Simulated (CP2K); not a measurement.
Crystal: WAu.

```
W Au
1.0
     4.11424    0.00000    0.00000
     2.05712    3.56304    0.00000
     2.05712    1.18768    3.35927
W Au
1 1
Direct
  0.00000 0.00000 0.00000
  0.75000 0.75000 0.75000
```

The cell was built by a generator and needn't be a form met in nature.

Base run:

- Program: CP2K 2026.2
- Functional: PBE
- Potentials or basis: POTENTIAL_UZH W GTH-PBE-q14, Au GTH-PBE-q11; TZVP-MOLOPT-PBE-GTH basis
- Density cutoff: 9524 eV
- k mesh: 8 × 8 × 8
- Occupations: fermi-dirac, width 0.05 eV
- Spin: no spin polarisation

Its results: band gap on the k mesh none (metal or under the smearing width); pressure 1.4 GPa.

Problem. The run is repeated on the same cell with these changes: functional from PBE to PBEsol. What comes out?

Solution. Band gap on the k mesh none (metal or under the smearing width); pressure -2.5 GPa.

PBEsol binds more tightly than PBE, so the same cell stands under less pressure.

Caveats: the basis of atomic orbitals isn't converged, which shifts pressures, moduli and gaps; the potentials were made for another functional, which shifts forces and pressure (some runs).
